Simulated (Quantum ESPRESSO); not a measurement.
# In2H in Quantum ESPRESSO: settings compared

The runs below take In2H through work function, with LDA, PBEsol, PBE, RPBE, revPBE.

Program: Quantum ESPRESSO 7.5. These are calculated values, not measurements. Logs are shortened: lines on timing, memory, paths and dates and some standing lists are left out, and cuts for length are marked.

### 1 The structure

The cell holds a sheet with vacuum, 3 atoms: a = 4.956 Å, b = 4.956 Å, c = 25.487 Å, α = 90.00°, β = 90.00°, γ = 120.00°.

The cell was built by a generator and needn't be a form met in nature.

### 2 Work function, LDA

pw.in reads:

```
&CONTROL
  calculation = 'scf'
  prefix = 'pwscf'
  outdir = './tmp'
  pseudo_dir = './pseudo'
  tprnfor = .true.
  disk_io = 'low'
  tefield = .true.
  dipfield = .true.
/
&SYSTEM
  ibrav = 0
  celldm(1) = 8
  nat = 3
  ntyp = 2
  ecutwfc = 70
  nbnd = 21
  input_dft = 'pz'
  occupations = 'smearing'
  smearing = 'fd'
  degauss = 0.00367493
  edir = 3
  emaxpos = 0.7692
  eopreg = 0.0392
  eamp = 0
/
&ELECTRONS
  conv_thr = 3d-09
  electron_maxstep = 150
  mixing_beta = 0.3
  mixing_mode = 'local-TF'
/
ATOMIC_SPECIES
In   114.8180 In_ONCV_PBE-1.2.upf
H      1.0080 H_ONCV_PBE-1.2.upf
CELL_PARAMETERS alat
  1.1706097451607   0.0000000000000   0.0000000000000
 -0.5853048725803   1.0137766497627  -0.0000000000000
  0.0000000000000  -0.0000000000000   6.0204477523957
ATOMIC_POSITIONS crystal
In     0.3333300000    0.6666700000    0.2886700000
In     0.6666700000    0.3333300000    0.2886700000
H      0.0000000000    0.0000000000    0.2889200000
K_POINTS automatic
6 6 1 0 0 0
```

pp_density.in reads:

```
&INPUTPP
  prefix = 'pwscf'
  outdir = './tmp'
  filplot = 'density.dat'
  plot_num = 0
/
&PLOT
  nfile = 1
  filepp(1) = 'density.dat'
  iflag = 3
  output_format = 6
  fileout = 'density.cube'
/
```

pp_potential.in reads:

```
&INPUTPP
  prefix = 'pwscf'
  outdir = './tmp'
  filplot = 'potential.dat'
  plot_num = 11
/
&PLOT
  nfile = 1
  filepp(1) = 'potential.dat'
  iflag = 3
  output_format = 6
  fileout = 'potential.cube'
/
```

pp_elf.in reads:

```
&INPUTPP
  prefix = 'pwscf'
  outdir = './tmp'
  filplot = 'elf.dat'
  plot_num = 8
/
&PLOT
  nfile = 1
  filepp(1) = 'elf.dat'
  iflag = 3
  output_format = 6
  fileout = 'elf.cube'
/
```

Potentials or basis: SG15 PBE 1.2.

Command:

```bash
$ OMP_NUM_THREADS=1 mpirun -n 2 pw.x -nk 2 -in pw.in > pw.out
$ OMP_NUM_THREADS=1 mpirun -n 1 pp.x -in pp_density.in > pp_density.out
$ OMP_NUM_THREADS=1 mpirun -n 1 pp.x -in pp_potential.in > pp_potential.out
$ OMP_NUM_THREADS=1 mpirun -n 1 pp.x -in pp_elf.in > pp_elf.out
```

pw.out:

```text
This program is part of the open-source Quantum ESPRESSO suite
     for quantum simulation of materials; please cite
         "P. Giannozzi et al., J. Phys.:Condens. Matter 21 395502 (2009);
         "P. Giannozzi et al., J. Phys.:Condens. Matter 29 465901 (2017);
         "P. Giannozzi et al., J. Chem. Phys. 152 154105 (2020);
     in publications or presentations arising from this work. More details at

     Presently no symmetry can be used with electric field

     IMPORTANT: XC functional enforced from input :
     Exchange-correlation= PZ
                           (   1   1   0   0   0   0   0)
     Any further DFT definition will be discarded
     Please, verify this is what you really want

     K-points division:     npool     =       2
     Subspace diagonalization in iterative solution of the eigenvalue problem:
     a serial algorithm will be used

     G-vector sticks info
     --------------------
     sticks:   dense  smooth     PW     G-vecs:    dense   smooth      PW
     Sum        1675    1675    499               289055   289055   45709

     Using Slab Decomposition

     bravais-lattice index     =            0
     lattice parameter (alat)  =       8.0000  a.u.
     unit-cell volume          =    3658.0798 (a.u.)^3
     number of atoms/cell      =            3
     number of atomic types    =            2
     number of electrons       =        27.00
     number of Kohn-Sham states=           21
     kinetic-energy cutoff     =      70.0000  Ry
     charge density cutoff     =     280.0000  Ry
     scf convergence threshold =      3.0E-09
     mixing beta               =       0.3000
     number of iterations used =            8  local-TF  mixing
     Exchange-correlation= PZ
                           (   1   1   0   0   0   0   0)

     celldm(1)=   8.000000  celldm(2)=   0.000000  celldm(3)=   0.000000
     celldm(4)=   0.000000  celldm(5)=   0.000000  celldm(6)=   0.000000

     crystal axes: (cart. coord. in units of alat)
               a(1) = (   1.170610   0.000000   0.000000 )
               a(2) = (  -0.585305   1.013777  -0.000000 )
               a(3) = (   0.000000  -0.000000   6.020448 )

     reciprocal axes: (cart. coord. in units 2 pi/alat)
               b(1) = (  0.854256  0.493205  0.000000 )
               b(2) = ( -0.000000  0.986411  0.000000 )
               b(3) = ( -0.000000  0.000000  0.166101 )

     PseudoPot. # 1 for In read from file:
     In_ONCV_PBE-1.2.upf
     Pseudo is Norm-conserving, Zval = 13.0
     Generated using ONCVPSP code by D. R. Hamann
     Using radial grid of  602 points,  6 beta functions with:
                l(1) =   0
                l(2) =   0
                l(3) =   1
                l(4) =   1
                l(5) =   2
                l(6) =   2

     PseudoPot. # 2 for H  read from file:
     H_ONCV_PBE-1.2.upf
     Pseudo is Norm-conserving, Zval =  1.0
     Generated using ONCVPSP code by D. R. Hamann
     Using radial grid of  602 points,  2 beta functions with:
                l(1) =   0
                l(2) =   0

     atomic species   valence    mass     pseudopotential
     In               13.00   114.81800     In( 1.00)
     H                 1.00     1.00800     H ( 1.00)

     No symmetry found

   Cartesian axes

     site n.     atom                  positions (alat units)
         1        In     tau(   1) = (  -0.0000059   0.6758545   1.7379227  )
         2        In     tau(   2) = (   0.5853107   0.3379222   1.7379227  )
         3        H      tau(   3) = (   0.0000000   0.0000000   1.7394278  )

     number of k points=    20  Fermi-Dirac smearing, width (Ry)=  0.0037
                       cart. coord. in units 2pi/alat
        k(    1) = (   0.0000000   0.0000000   0.0000000), wk =   0.0555556
        k(    2) = (   0.0000000   0.1644018   0.0000000), wk =   0.1111111
        k(    3) = (   0.0000000   0.3288035   0.0000000), wk =   0.1111111
        k(    4) = (   0.0000000  -0.4932053   0.0000000), wk =   0.0555556
        k(    5) = (   0.1423759   0.0822009   0.0000000), wk =   0.1111111
        k(    6) = (   0.1423759   0.2466026   0.0000000), wk =   0.1111111
[... 12 lines left out ...]
        k(   19) = (  -0.4271278   0.0822009   0.0000000), wk =   0.1111111
        k(   20) = (  -0.4271278  -0.7398079   0.0000000), wk =   0.0555556

     Dense  grid:   289055 G-vectors     FFT dimensions: (  50,  50, 270)

     Initial potential from superposition of free atoms

     starting charge      26.7887, renormalised to      27.0000

     negative rho (up, down):  1.365E-03 0.000E+00

     Adding external electric field

     Computed dipole along edir(3) :
        Dipole               -0.0001 Ry au,         -0.0002 Debye
        Dipole field         -0.0000 Ry au,

        Potential amp.        0.0000 Ry
        Total length         46.2756 bohr

     Starting wfcs are random

     Self-consistent Calculation

     iteration #  1     ecut=    70.00 Ry     beta= 0.30
     Davidson diagonalization with overlap
     ethr =  1.00E-02,  avg # of iterations = 12.9

     Threshold (ethr) on eigenvalues was too large:
     Diagonalizing with lowered threshold

     Davidson diagonalization with overlap
     ethr =  7.55E-04,  avg # of iterations =  2.5

     negative rho (up, down):  3.879E-04 0.000E+00

     Adding external electric field

     Computed dipole along edir(3) :
        Dipole               -0.0001 Ry au,         -0.0003 Debye
        Dipole field         -0.0000 Ry au,

        Potential amp.        0.0000 Ry
        Total length         46.2756 bohr

     total energy              =    -209.59095768 Ry
     estimated scf accuracy    <       0.17607841 Ry

     iteration #  2     ecut=    70.00 Ry     beta= 0.30
     Davidson diagonalization with overlap
     ethr =  6.52E-04,  avg # of iterations =  1.3

     negative rho (up, down):  2.300E-06 0.000E+00

     Adding external electric field

     Computed dipole along edir(3) :
        Dipole               -0.0003 Ry au,         -0.0007 Debye
        Dipole field         -0.0000 Ry au,

        Potential amp.        0.0001 Ry
        Total length         46.2756 bohr
[... 40 lines left out ...]
     iteration #  5     ecut=    70.00 Ry     beta= 0.30
     Davidson diagonalization with overlap
     ethr =  2.53E-05,  avg # of iterations =  2.0

     negative rho (up, down):  6.123E-04 0.000E+00

     Adding external electric field

     Computed dipole along edir(3) :
        Dipole               -0.0003 Ry au,         -0.0007 Debye
        Dipole field         -0.0000 Ry au,

        Potential amp.        0.0001 Ry
        Total length         46.2756 bohr

     total energy              =    -209.56044691 Ry
     estimated scf accuracy    <       0.00044867 Ry

     iteration #  6     ecut=    70.00 Ry     beta= 0.30
     Davidson diagonalization with overlap
     c_bands:  1 eigenvalues not converged
     ethr =  1.66E-06,  avg # of iterations =  7.9

     negative rho (up, down):  6.349E-04 0.000E+00

     Adding external electric field

     Computed dipole along edir(3) :
        Dipole               -0.0005 Ry au,         -0.0012 Debye
        Dipole field         -0.0000 Ry au,

        Potential amp.        0.0002 Ry
        Total length         46.2756 bohr

     total energy              =    -209.56044744 Ry
     estimated scf accuracy    <       0.00012862 Ry

     iteration #  7     ecut=    70.00 Ry     beta= 0.30
     Davidson diagonalization with overlap
     ethr =  4.76E-07,  avg # of iterations =  3.1

     negative rho (up, down):  6.178E-04 0.000E+00

     Adding external electric field

     Computed dipole along edir(3) :
        Dipole               -0.0005 Ry au,         -0.0012 Debye
        Dipole field         -0.0000 Ry au,

        Potential amp.        0.0001 Ry
        Total length         46.2756 bohr
[... 138 lines left out ...]
     Computed dipole along edir(3) :
        Dipole               -0.0006 Ry au,         -0.0015 Debye
        Dipole field         -0.0000 Ry au,

        Potential amp.        0.0002 Ry
        Total length         46.2756 bohr

     total energy              =    -209.56046762 Ry
     estimated scf accuracy    <          3.2E-09 Ry

     iteration # 16     ecut=    70.00 Ry     beta= 0.30
     Davidson diagonalization with overlap
     ethr =  1.19E-11,  avg # of iterations =  1.6

     Adding external electric field

     Computed dipole along edir(3) :
        Dipole               -0.0006 Ry au,         -0.0015 Debye
        Dipole field         -0.0000 Ry au,

        Potential amp.        0.0002 Ry
        Total length         46.2756 bohr

     End of self-consistent calculation

          k = 0.0000 0.0000 0.0000 ( 36189 PWs)   bands (ev):

   -17.1316 -16.9929 -16.9928 -16.9880 -16.9880 -16.7276 -16.7276 -16.7160
   -16.7160 -16.6890 -10.1793  -3.4640  -2.6250  -2.2964  -1.8469  -1.8467
     0.6238   1.1957   1.1960   1.3887   1.5858

          k = 0.0000 0.1644 0.0000 ( 36267 PWs)   bands (ev):

   -17.1334 -17.0578 -17.0457 -16.9952 -16.9765 -16.7305 -16.7089 -16.7077
   -16.6512 -16.6481  -9.9551  -4.2697  -3.2358  -2.9810  -2.3217  -0.1867
     0.8423   1.6052   1.7822   1.8114   2.0997

          k = 0.0000 0.3288 0.0000 ( 36178 PWs)   bands (ev):

   -17.1756 -17.1420 -17.0733 -17.0086 -16.9487 -16.7643 -16.7202 -16.6957
   -16.5533 -16.5440  -9.2845  -6.2971  -3.4329  -2.9572  -2.5906   0.2885
     1.4222   1.6996   2.2597   2.4923   3.0683

          k = 0.0000-0.4932 0.0000 ( 36082 PWs)   bands (ev):

   -17.2059 -17.1744 -17.0690 -17.0149 -16.9303 -16.7856 -16.7280 -16.6895
   -16.5133 -16.5000  -8.4713  -7.5862  -3.5985  -3.2028  -1.9456  -0.6854
     2.5146   2.5413   2.9270   2.9523   3.3951

          k = 0.1424 0.0822 0.0000 ( 36267 PWs)   bands (ev):

   -17.1334 -17.0578 -17.0457 -16.9952 -16.9765 -16.7305 -16.7089 -16.7077
   -16.6512 -16.6481  -9.9551  -4.2697  -3.2358  -2.9810  -2.3217  -0.1867
     0.8423   1.6055   1.7823   1.8115   2.0997
[... 45 lines left out ...]
   -17.2764 -17.0946 -17.0945 -17.0298 -16.8576 -16.8575 -16.6769 -16.6613
   -16.6612 -16.3928  -7.7459  -7.7457  -6.0595  -1.2271  -1.2269  -0.1310
     1.6953   2.5045   2.5047   3.2395   3.2397

          k = 0.2848-0.3288 0.0000 ( 36137 PWs)   bands (ev):

   -17.2424 -17.1232 -17.0787 -17.0214 -16.9149 -16.7997 -16.7053 -16.6843
   -16.6024 -16.4382  -8.6411  -7.0615  -5.1385  -2.0182  -1.3108  -0.4508
     1.8021   2.1933   2.2407   3.0872   3.1696

          k = 0.2848-0.1644 0.0000 ( 36178 PWs)   bands (ev):

   -17.1755 -17.1420 -17.0734 -17.0086 -16.9487 -16.7643 -16.7202 -16.6957
   -16.5534 -16.5440  -9.2845  -6.2970  -3.4329  -2.9572  -2.5906   0.2885
     1.4222   1.6997   2.2597   2.4922   3.0683

          k = 0.2848-0.0000 0.0000 ( 36231 PWs)   bands (ev):

   -17.1781 -17.0892 -17.0890 -17.0082 -16.9522 -16.7587 -16.6981 -16.6966
   -16.6362 -16.5268  -9.5058  -5.5269  -4.4140  -2.7947  -1.4813   0.3515
     0.7580   1.2825   2.0245   2.2640   2.8190

          k =-0.4271-0.2466 0.0000 ( 36082 PWs)   bands (ev):

   -17.2059 -17.1744 -17.0690 -17.0149 -16.9303 -16.7856 -16.7280 -16.6895
   -16.5133 -16.5000  -8.4713  -7.5862  -3.5985  -3.2028  -1.9456  -0.6854
     2.5146   2.5411   2.9274   2.9523   3.3950

          k =-0.4271-0.0822 0.0000 ( 36137 PWs)   bands (ev):

   -17.2424 -17.1232 -17.0787 -17.0214 -16.9150 -16.7997 -16.7053 -16.6843
   -16.6024 -16.4382  -8.6411  -7.0616  -5.1384  -2.0182  -1.3108  -0.4509
     1.8021   2.1933   2.2408   3.0872   3.1696

          k =-0.4271 0.0822 0.0000 ( 36137 PWs)   bands (ev):

   -17.2424 -17.1232 -17.0787 -17.0214 -16.9149 -16.7997 -16.7053 -16.6843
   -16.6024 -16.4382  -8.6411  -7.0615  -5.1385  -2.0182  -1.3108  -0.4508
     1.8021   2.1933   2.2407   3.0872   3.1696

          k =-0.4271-0.7398 0.0000 ( 36082 PWs)   bands (ev):

   -17.2058 -17.1744 -17.0690 -17.0149 -16.9303 -16.7856 -16.7280 -16.6895
   -16.5134 -16.5000  -8.4714  -7.5860  -3.5986  -3.2028  -1.9457  -0.6853
     2.5146   2.5413   2.9269   2.9523   3.3953

     the Fermi energy is    -2.7621 ev

!    total energy              =    -209.56046763 Ry
     estimated scf accuracy    <          7.5E-10 Ry
     smearing contrib. (-TS)   =      -0.00120964 Ry
     internal energy E=F+TS    =    -209.55925799 Ry

     The total energy is F=E-TS. E is the sum of the following terms:
     one-electron contribution =    -906.82276344 Ry
     hartree contribution      =     457.63819722 Ry
     xc contribution           =     -27.73283020 Ry
     ewald contribution        =     267.35813842 Ry
     electric field correction =       0.00000000 Ry

     convergence has been achieved in  16 iterations

     Forces acting on atoms (cartesian axes, Ry/au):

     atom    1 type  1   force =     0.00000242   -0.00000554    0.00002758
     atom    2 type  1   force =    -0.00000279    0.00000469    0.00002331
     atom    3 type  2   force =     0.00000037    0.00000085   -0.00005089

     Total force =     0.000063     Total SCF correction =     0.000032
     SCF correction compared to forces is large: reduce conv_thr to get better values

=------------------------------------------------------------------------------=
   JOB DONE.
=------------------------------------------------------------------------------=
```

It took 4.5 min on 2 MPI ranks of Arm Neoverse V2, shared host; peak memory 1 GiB.

What came out:

| Item | Value |
| --- | --- |
| Free energy | -2851.2154 eV |
| Band gap on the k mesh | none (metal or under the smearing width) |
| Dipole across the slab | 0.00 D |
| Work function of the upper face | 4.27 eV |
| Work function of the lower face | 4.27 eV |

(Continued in part 2 of 3.)
